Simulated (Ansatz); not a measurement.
# BF2H3S: the cost of one run

Program: Ansatz 0.2.0. Level of theory: RKS B3LYP-D4/6-31G*. These are calculated values, not measurements.

### Step 1. The structure to begin with

Bond lengths: B1–F3 1.320 Å, B1–F4 1.320 Å, B1–S5 2.190 Å, S5–H6 1.400 Å, S5–H7 1.549 Å. Angles: F3–B1–F4 120.0°, F3–B1–S5 97.0°, F4–B1–S5 101.2°, B1–S5–H6 109.5°, B1–S5–H7 57.4°, H6–S5–H7 144.6°.

As a file:

```xyz
7

B     0.0000    0.0000    0.0000
H     0.0000    0.0000    1.5400
F     1.1431    0.0000   -0.6600
F    -1.1431    0.0000   -0.6600
S     0.0915   -2.0763    0.6906
H    -0.6660   -2.8867   -0.1635
H     0.0385   -0.8742    1.6662
```

### Step 2. A restrained relaxation towards end A

Springs on the bonds that form and break draw the guess towards this end; the thresholds are loose.

input.yaml

```yaml
crystal:
  periodic: [false, false, false]
  atoms:
    - { symbol: B, position_ang: [0.0, 0.0, 0.0] }
    - { symbol: H, position_ang: [0.0, 0.0, 1.54] }
    - { symbol: F, position_ang: [1.1431, 0.0, -0.66] }
    - { symbol: F, position_ang: [-1.1431, 0.0, -0.66] }
    - { symbol: S, position_ang: [0.0915, -2.0763, 0.6906] }
    - { symbol: H, position_ang: [-0.666, -2.8867, -0.1635] }
    - { symbol: H, position_ang: [0.0385, -0.8742, 1.6662] }
basis:
  gaussian: { orbitals: "6-31G*" }
hamiltonian:
  xc: b3lyp
  dispersion: d4
relax:
  f_tol: 0.15
  max_steps: 25
  restrain:
    - { distance: [0, 4], at: 3.09, k: 30.0 }
    - { distance: [6, 1], at: 1.86, k: 30.0 }
    - { distance: [0, 1], at: 1.19, k: 30.0 }
    - { distance: [6, 4], at: 1.4, k: 30.0 }
```

Run with:

```
> ansatz run input.yaml --threads 1 --pin off --max-ram 2048MiB --backend cpu --events-out ev --progress --plain --runs-dir out
```

What time and memory should one allow on 1 thread of Arm Neoverse V1, shared host?

About 31 s, with a peak of 0.14 GiB.
